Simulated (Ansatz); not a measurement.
# C6H2F3: the cost of one run

Method: the levels named in each step, in Ansatz 0.2.0.

### Step 1. The structure to begin with

Bond lengths: F1–C2 1.334 Å, C2–C3 1.357 Å, C3–C4 1.374 Å, C4–F5 1.334 Å, C4–C6 1.393 Å, C6–C7 1.376 Å, C7–F8 1.341 Å, C2–C9 1.393 Å, C7–C9 1.392 Å, C6–H10 1.078 Å, C9–H11 1.078 Å. Angles (14 of 16 angles, heavy atoms first): F1–C2–C3 122.0°, F1–C2–C9 118.7°, C3–C2–C9 119.3°, C2–C3–C4 123.0°, C3–C4–F5 122.3°, C3–C4–C6 118.9°, F5–C4–C6 118.7°, C4–C6–C7 118.1°, C6–C7–F8 118.3°, C6–C7–C9 122.8°, F8–C7–C9 118.8°, C2–C9–C7 117.8°, C4–C6–H10 120.3°, C7–C6–H10 121.6°.

As a file:

```xyz
11

F     2.5525   -0.9713    0.0163
C     1.2997   -0.5135    0.0081
C     0.2299   -1.3481    0.0196
C    -1.0688   -0.9003    0.0114
F    -2.1108   -1.7329    0.0209
C    -1.3084    0.4722   -0.0069
C    -0.2248    1.3199   -0.0189
F    -0.4509    2.6414   -0.0358
C     1.0902    0.8639   -0.0115
H    -2.3191    0.8476   -0.0117
H     1.9289    1.5413   -0.0213
```

### Step 2. A rough first relaxation, PBE-D4/def2-SVPD

Contents of input.yaml:

```yaml
crystal:
  periodic: [false, false, false]
  atoms:
    - { symbol: F, position_ang: [2.55246, -0.97127, 0.01634] }
    - { symbol: C, position_ang: [1.29974, -0.51354, 0.00812] }
    - { symbol: C, position_ang: [0.22995, -1.34812, 0.01964] }
    - { symbol: C, position_ang: [-1.06881, -0.90035, 0.01137] }
    - { symbol: F, position_ang: [-2.11079, -1.73287, 0.02092] }
    - { symbol: C, position_ang: [-1.30841, 0.47219, -0.00686] }
    - { symbol: C, position_ang: [-0.22482, 1.31989, -0.01893] }
    - { symbol: F, position_ang: [-0.45088, 2.6414, -0.0358] }
    - { symbol: C, position_ang: [1.09019, 0.86389, -0.01155] }
    - { symbol: H, position_ang: [-2.3191, 0.84758, -0.01167] }
    - { symbol: H, position_ang: [1.92893, 1.54129, -0.02125] }
magnetization:
  spin_polarized: true
  initial_magnetization: 1
basis:
  gaussian: { orbitals: def2-SVPD }
hamiltonian:
  xc: pbe
  dispersion: d4
relax:
  f_tol: 0.03
  max_steps: 200
```

Started as:

```
$ ansatz run input.yaml --threads 8 --pin off --max-ram 22528MiB --backend cpu --events-out ev --progress --plain --runs-dir out
```

**Question.** How long does this run take on 8 threads of AMD EPYC (Zen 3), shared host, and how much memory does it need?

About 61 s, with a peak of 0.42 GiB.
